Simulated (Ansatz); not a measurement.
# AlH3S2O (SMILES [OH][Al]([SH])[SH]): levels of theory compared

Wanted: a comparison of 3 runs (HF/x2c-TZVPPall, B3LYP/6-31G*, PBE0/def2-SVP) of AlH3S2O. 

The results are computed with Ansatz 0.2.0.

3 further runs of the same task are left out: 1 for a known fault of the program, 1 that didn't finish, 1 set aside as unsound or not needed.

### 1 Starting point

AlH3S2O has 7 atoms, charge 0, and is taken as a singlet. SMILES: `[OH][Al]([SH])[SH]`. The shape is that of a PBE0-D4/def2-TZVP optimisation. This is one conformer, not always the lowest.

Bond lengths: O1–Al2 1.685 Å, Al2–S3 2.173 Å, Al2–S4 2.182 Å, O1–H5 0.955 Å, S3–H6 1.344 Å, S4–H7 1.343 Å. Angles: O1–Al2–S3 115.7°, O1–Al2–S4 120.2°, S3–Al2–S4 124.1°, Al2–O1–H5 125.4°, Al2–S3–H6 93.2°, Al2–S4–H7 93.9°.

### 2 Energy and forces at HF/x2c-TZVPPall (run 1)

input.yaml

```yaml
crystal:
  periodic: [false, false, false]
  atoms:
    - symbol: O
      position_ang: [-1.985100, 0.181200, 0.466200]
    - symbol: Al
      position_ang: [-0.338900, 0.027200, 0.141900]
    - symbol: S
      position_ang: [0.965600, 0.014800, 1.879700]
    - symbol: S
      position_ang: [0.363100, -0.144100, -1.916700]
    - symbol: H
      position_ang: [-2.678100, 0.202700, -0.190400]
    - symbol: H
      position_ang: [2.078300, -0.118200, 1.138300]
    - symbol: H
      position_ang: [1.656500, -0.231700, -1.564700]
basis:
  gaussian: {orbitals: x2c-TZVPPall}
magnetization: {spin_polarized: false}
hamiltonian: {xc: hf, pseudopotentials: {relativity: none}}
accuracy: high
scf: {lower_state_search: off}
output: {forces: true, orbitals: {seedname: orbitals}}
```

Started as:

```sh
$ ansatz run input.yaml --threads 1 --pin off --max-ram 2610MiB --events-out events.jsonl --progress --plain --runs-dir runs
```

Log, shortened:

```text
Warning: RAYON_NUM_THREADS=1 ignored (pool sized by the plan → 1); use --threads N
Functional definition: HF
  name "HF"
[...]
3324 factors; integrals over basis functions are off by at most 1.2e-8 eV
[...]
mean field -30297.14071781 eV, -1113.3993852398 hartree, gradient 1.8e-8 eV, S^2 0.000000; 0 other end points of the search recorded, 0 dependent functions left out
[...]
reference -30297.14071781 eV, -1113.3993852398 hartree; 28, 28 occupied and 171, 171 virtual orbitals, 3324 factors
WARN: the results are in doubt because the basis set is contracted for relativity, which is off
Total energy: -30297.14071781 eV, -1113.3993852398 hartree
Atom 0 at    -1.985100     0.181200     0.466200 Å, force    -0.356322    -0.022788    -0.959538 eV/Å
Atom 1 at    -0.338900     0.027200     0.141900 Å, force    -0.644949     0.063838     0.193164 eV/Å
Atom 2 at     0.965600     0.014800     1.879700 Å, force     0.440594    -0.053040    -0.300358 eV/Å
Atom 3 at     0.363100    -0.144100    -1.916700 Å, force     0.477445    -0.031623     0.142517 eV/Å
Atom 4 at    -2.678100     0.202700    -0.190400 Å, force     0.737737    -0.017325     0.802056 eV/Å
Atom 5 at     2.078300    -0.118200     1.138300 Å, force    -0.273211     0.041600     0.344170 eV/Å
Atom 6 at     1.656500    -0.231700    -1.564700 Å, force    -0.381295     0.019338    -0.222011 eV/Å
Dipole moment:     0.084039    -0.022256    -0.280134 e Å
In doubt: the basis set is contracted for relativity, which is off
Checks for a lower state left out: stability, starts, cluster_reference, orbital_swaps, neighbouring_geometries, increment
```

Run time: 27 s. Hardware: 1 thread of Intel Xeon Platinum 8259CL at 2.50GHz (Skylake/Cascade Lake), shared host; peak memory 0.88 GiB.

### 3 Energy and forces at B3LYP/6-31G(d) (Cartesian functions) (run 2)

run.yaml

```yaml
crystal:
  periodic: [false, false, false]
  atoms:
    - {symbol: O, position_ang: [-1.985100, 0.181200, 0.466200]}
    - {symbol: Al, position_ang: [-0.338900, 0.027200, 0.141900]}
    - {symbol: S, position_ang: [0.965600, 0.014800, 1.879700]}
    - {symbol: S, position_ang: [0.363100, -0.144100, -1.916700]}
    - {symbol: H, position_ang: [-2.678100, 0.202700, -0.190400]}
    - {symbol: H, position_ang: [2.078300, -0.118200, 1.138300]}
    - {symbol: H, position_ang: [1.656500, -0.231700, -1.564700]}
basis:
  gaussian:
    orbitals: "6-31G*"
hamiltonian:
  xc: {name: B3LYP}
output: {forces: true, orbitals: {seedname: orbitals}}
accuracy: high
```

Started as:

```sh
$ ansatz run run.yaml --threads 1 --pin off --max-ram 2610MiB --events-out events.jsonl --progress --plain --runs-dir runs
```

Log, shortened:

```text
Warning: RAYON_NUM_THREADS=1 ignored (pool sized by the plan → 1); use --threads N
Functional definition: B3LYP
  name "B3LYP"
[...]
1551 factors; integrals over basis functions are off by at most 9.3e-9 eV
[...]
mean field -30367.27976131 eV, -1115.9769475468 hartree, gradient 4.1e-8 eV, S^2 0.000000; 0 other end points of the search recorded, 0 dependent functions left out
[...]
reference -30367.27980051 eV, -1115.9769489872 hartree; 28, 28 occupied and 50, 50 virtual orbitals, 1551 factors
Total energy: -30367.27980051 eV, -1115.9769489872 hartree
Atom 0 at    -1.985100     0.181200     0.466200 Å, force    -0.174702     0.037945     0.427679 eV/Å
Atom 1 at    -0.338900     0.027200     0.141900 Å, force     0.079120    -0.008868    -0.040809 eV/Å
Atom 2 at     0.965600     0.014800     1.879700 Å, force     0.004983     0.014084     0.263334 eV/Å
Atom 3 at     0.363100    -0.144100    -1.916700 Å, force    -0.046171    -0.010416    -0.258876 eV/Å
Atom 4 at    -2.678100     0.202700    -0.190400 Å, force    -0.338866     0.011234    -0.307008 eV/Å
Atom 5 at     2.078300    -0.118200     1.138300 Å, force     0.237651    -0.021945    -0.041105 eV/Å
Atom 6 at     1.656500    -0.231700    -1.564700 Å, force     0.237983    -0.022034    -0.043215 eV/Å
Dipole moment:     0.077798    -0.021838    -0.281902 e Å
```

Run time: 12 s. Hardware: 1 thread of Intel Xeon Platinum 8259CL at 2.50GHz (Skylake/Cascade Lake), shared host; peak memory 0.26 GiB.

### 4 Energy and forces at PBE0/def2-SVP (run 3)

job.yaml

```yaml
crystal:
  periodic: [false, false, false]
  atoms:
    - {symbol: O, position_ang: [-1.985100, 0.181200, 0.466200]}
    - {symbol: Al, position_ang: [-0.338900, 0.027200, 0.141900]}
    - {symbol: S, position_ang: [0.965600, 0.014800, 1.879700]}
    - {symbol: S, position_ang: [0.363100, -0.144100, -1.916700]}
    - {symbol: H, position_ang: [-2.678100, 0.202700, -0.190400]}
    - {symbol: H, position_ang: [2.078300, -0.118200, 1.138300]}
    - {symbol: H, position_ang: [1.656500, -0.231700, -1.564700]}
basis:
  gaussian:
    orbitals: def2-SVP
accuracy: high
hamiltonian:
  xc: pbe0
output: {forces: true, orbitals: {seedname: orbitals}}
```

Started as:

```sh
$ ansatz run job.yaml --threads 1 --pin off --max-ram 2610MiB --events-out events.jsonl --progress --plain --runs-dir runs
```

Log, shortened:

```text
Warning: RAYON_NUM_THREADS=1 ignored (pool sized by the plan → 1); use --threads N
Functional definition: PBE0
  name "PBE0"
[...]
1680 factors; integrals over basis functions are off by at most 3.2e-8 eV
[...]
mean field -30344.20593566 eV, -1115.1290000941 hartree, gradient 6.1e-8 eV, S^2 0.000000; 0 other end points of the search recorded, 0 dependent functions left out
[...]
reference -30344.20593816 eV, -1115.1290001860 hartree; 28, 28 occupied and 55, 55 virtual orbitals, 1680 factors
Total energy: -30344.20593816 eV, -1115.1290001860 hartree
Atom 0 at    -1.985100     0.181200     0.466200 Å, force    -0.167986     0.019345     0.097368 eV/Å
Atom 1 at    -0.338900     0.027200     0.141900 Å, force     0.203486    -0.017725    -0.014175 eV/Å
Atom 2 at     0.965600     0.014800     1.879700 Å, force    -0.108706     0.017189     0.148593 eV/Å
Atom 3 at     0.363100    -0.144100    -1.916700 Å, force    -0.138545     0.005704    -0.104778 eV/Å
Atom 4 at    -2.678100     0.202700    -0.190400 Å, force    -0.198352     0.012950    -0.062621 eV/Å
Atom 5 at     2.078300    -0.118200     1.138300 Å, force     0.199259    -0.020623    -0.074816 eV/Å
Atom 6 at     1.656500    -0.231700    -1.564700 Å, force     0.210845    -0.016839     0.010429 eV/Å
Dipole moment:     0.107152    -0.024352    -0.283413 e Å
```

Wall time 9.6 s (1 thread of Intel Xeon Platinum 8259CL at 2.50GHz (Skylake/Cascade Lake), shared host); peak memory 0.29 GiB.

### 5 All runs side by side

```tsv
run	level	Cartesian functions	lower state search	energy (Eh)	dipole moment (D)	HOMO energy (eV)	LUMO energy (eV)	wall time
1	HF/x2c-TZVPPall	no	off	-1113.399385	1.41	-10.44	2.34	27 s
2	B3LYP/6-31G* (Cartesian functions)	yes	default	-1115.976949	1.41	-7.35	-0.79	12 s
3	PBE0/def2-SVP	no	default	-1115.129000	1.46	-7.54	-0.35	9.6 s
```

### 6 Summary of results

| quantity | value |
| --- | --- |
| run 3: total energy | -1115.12900 Eh |
| run 3: dipole moment | 1.46 D |
| run 3: HOMO energy | -7.54 eV |
| run 3: LUMO energy | -0.35 eV |
| run 3: HOMO–LUMO gap | 7.19 eV |
| run 3: largest force on an atom | 0.214 eV/Å |

What this shows: The dipole moment (its size) runs from 1.41 D (B3LYP/6-31G*) to 1.46 D (PBE0/def2-SVP). The two ends differ in method and basis. The HOMO–LUMO gap runs from 6.56 eV (B3LYP/6-31G*) to 12.78 eV (HF/x2c-TZVPPall). Totals of different functionals can't be ranked against each other. In run 1 relativity is left out where basis or elements ask for it. All runs together took 49 s, the longest 27 s.
